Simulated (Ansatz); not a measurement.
# KSr3: densities and their differences

For KSr3 at its listed geometry, this session asks how the density differs from that of free atoms, which states sit where, how expansion changes the bonding charge and how the density follows a moved atom.

Program: Ansatz 0.2.0. Level of theory: DFT r2SCAN, scalar-relativistic, plane waves, PAW. These are calculated values, not measurements.

## Step 1: The system as given

Symmetry: Fm-3m, No. 225, cubic system. Conventional cell: a = 9.791 Å, b = 9.791 Å, c = 9.791 Å, α = 90.00°, β = 90.00°, γ = 90.00°. K (site symmetry m-3m) is surrounded by 8 Sr at 4.24 Å. Sr (site symmetry -43m) is surrounded by 4 K at 4.24 Å and 4 Sr at 4.24 Å. Sr (site symmetry m-3m) is surrounded by 8 Sr at 4.24 Å.

Coordinates:

```cif
data_structure
_symmetry_space_group_name_H-M 'P 1'
_symmetry_Int_Tables_number 1
_cell_length_a 6.9230
_cell_length_b 6.9230
_cell_length_c 6.9230
_cell_angle_alpha 60.000
_cell_angle_beta 60.000
_cell_angle_gamma 60.000
_cell_volume 234.63
loop_
_atom_site_label
_atom_site_type_symbol
_atom_site_fract_x
_atom_site_fract_y
_atom_site_fract_z
_atom_site_occupancy
K1 K 0.00000 0.00000 0.00000 1
Sr1 Sr 0.25000 0.25000 0.25000 1
Sr2 Sr 0.75000 0.75000 0.75000 1
Sr3 Sr 0.50000 0.50000 0.50000 1
```

The structure comes from the Materials Project (structure only).

## Step 2: Self-consistent density

input.yaml reads:

```yaml
crystal:
  lattice:
    - [0.0, 4.895331, 4.895331]
    - [4.895331, 0.0, 4.895331]
    - [4.895331, 4.895331, 0.0]
  atoms:
    - { symbol: K, position: [0.0, 0.0, 0.0] }
    - { symbol: Sr, position: [0.25, 0.25, 0.25] }
    - { symbol: Sr, position: [0.75, 0.75, 0.75] }
    - { symbol: Sr, position: [0.5, 0.5, 0.5] }
basis:
  ecutwfc: 500
  fft_grid_basis: typed
kpoints:
  mp_grid: { grid: [6, 6, 6] }
hamiltonian:
  xc: r2scan
  pseudopotentials: { kind: paw }
scf:
  occupations: { method: gaussian, width: 0.05 }
output:
  forces: true
  stress: true
  eigenvalues: true
  bader: true
  write_density: true
  volumetric_format: npy
  elf: true
```

Launch:

```sh
$ ansatz run input.yaml --threads 1 --pin off --max-ram 2560MiB --backend cpu --events-out ev --progress --plain --runs-dir out
```

## Step 4: Densities by energy window

The windows are set from the levels of the base run, in eV from its Fermi level.

input.yaml: that of step 2 with these lines changed.

```diff
@@ -20,9 +20,27 @@
   occupations: { method: gaussian, width: 0.05 }
+  n_extra_bands: 6
 output:
   forces: true
-  stress: true
+  stress: false
   eigenvalues: true
-  bader: true
-  write_density: true
+  bader: false
+  write_density: false
   volumetric_format: npy
-  elf: true
+  band_densities:
+    - { e_range: [-0.25, 0.25] }
+    - { e_range: [-1.2, 0.0] }
+    - { e_range: [-3.57, -2.36] }
+    - { e_range: [-2.36, -1.18] }
+    - { e_range: [-15.48, -15.41] }
+    - { e_range: [-19.75, -19.5] }
+  dos:
+    e_range: [-30, 8]
+    de: 0.02
+    method: { smearing: { sigma: 0.03, scheme: gaussian } }
+    projected: { site_lists: { K: [K], Sr: [Sr] } }
+checkpoint:
+  read: start.run
+  write: ck
+  compress: false
+  write_wavefunctions: false
+  write_every: 100000
```

## Step 5: The cell at 120 % of its volume

Fractional coordinates and the k mesh are kept.

input.yaml: that of step 2 with these lines changed.

```diff
@@ -2,5 +2,5 @@
   lattice:
-    - [0.0, 4.895331, 4.895331]
-    - [4.895331, 0.0, 4.895331]
-    - [4.895331, 4.895331, 0.0]
+    - [0.0, 5.2020654361, 5.2020654361]
+    - [5.2020654361, 0.0, 5.2020654361]
+    - [5.2020654361, 5.2020654361, 0.0]
   atoms:
```

## Step 6: Moving Sr4 by 0.10 Å

The shift is (-0.065, -0.073, -0.022) Å; all periodic copies of the atom move with it.

input.yaml: that of step 2 with these lines changed.

```diff
@@ -9,3 +9,3 @@
     - { symbol: Sr, position: [0.75, 0.75, 0.75] }
-    - { symbol: Sr, position: [0.5, 0.5, 0.5] }
+    - { symbol: Sr, position: [0.4970091184, 0.4985078935, 0.4881690452] }
 basis:
@@ -27,2 +27 @@
   volumetric_format: npy
-  elf: true
```

(Steps that only read results are left out.)

What does the calculation give? Wanted: gap on the mesh; pressure; Bader charges; the states at the Fermi level; at 120 % volume; stiffness against the shift of Sr4.

As calculated:

| quantity | value |
| --- | --- |
| gap on the mesh | none (metal) |
| pressure | 0.2 GPa |
| Bader charges | K +0.56, Sr -0.63 to +0.03 e |
| the states at the Fermi level | Sr 5s (65 %) and K 4s (35 %) |
| at 120 % volume | -1.1 GPa, gap none (metal), Bader K +0.61, Sr -0.43 to -0.09 e |
| stiffness against the shift of Sr4 | 1.7 eV/Å² |

K–Sr (4.24 Å): Δρ is about zero at the midpoint. Sr–Sr (4.24 Å): Δρ is about zero at the midpoint.
